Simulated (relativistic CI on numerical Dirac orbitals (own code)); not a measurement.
# V²⁺: L2,3 absorption multiplets

Aim: the L2,3 absorption spectrum of V²⁺.

Method: Dirac-Coulomb-Breit CI, KLI orbitals optimised for each configuration, model QED (radiative potential, 1s self-energy scaled to tabulated hydrogen-like ionisation energies), valence Slater integrals scaled by 0.9, multiplet model of core-to-valence dipole absorption in a parametric crystal field. Code: relativistic CI on numerical Dirac orbitals (own code) version 4.

## 1. The atom as given

* ion: V²⁺ (V III)
* nuclear charge: 23
* electrons: 21
* configurations: [Ar] 3d3 → [He] 2s2 2p5 3s2 3p6 3d4
* magnetising field for the dichroism, Lz and Sz: exchange field 10 meV on Sz; these come from the lowest magnetised state alone (0 K)
* temperature of the isotropic spectrum: 300 K
* widths: Lorentz 0.4 eV, Gauss 0.3 eV
* surrounding 1: Oh, 10Dq = 8800 cm⁻¹

## 2. Surrounding 1: Oh, 10Dq = 8800

Settings, as recorded:

```ini
atom V  Z=23  charge=2  electrons=21
nucleus A=51  rms_radius_fm=3.6002
hamiltonian dirac-coulomb  breit=on  qed=on  c_scale=1
orbitals kli  potential=per-configuration
slater_scale 0.9
correlation none
mixing on
configurations
  [Ar] 3d3
  [He] 2s2 2p5 3s2 3p6 3d4
end
absorption L2,3 T=300 lorentz=0.4 gauss=0.3
crystal_field Oh 10Dq=8800
```

The run is started by

```
$ python run_levels.py task.json out
```

One command runs all members of the session, one after another, from task.json.

Before running it: what results should come out? Wanted: highest peak, first run; ground spin; core spin-orbit splitting.

**Answer**, as computed:

| surrounding | ground S | Lz (0 K) | Sz (0 K) | centroid (eV) | share of the lower edge | up to four highest peaks (% of the highest), eV |
| --- | --- | --- | --- | --- | --- | --- |
| 1: Oh | 1.50 | 0.07 | -1.50 | 519.29 | - | 516.0 (100), 516.9 (95), 522.2 (71), 523.9 (64) |

| quantity | value |
| --- | --- |
| highest peak, first run | 516.0 eV |
| ground spin (effective S from ⟨S²⟩) | 1.50 |
| core spin-orbit splitting (without Breit) | 7.42 eV |

**Reading.** Edge positions are free-ion values and differ from those in solids by a few eV or more.
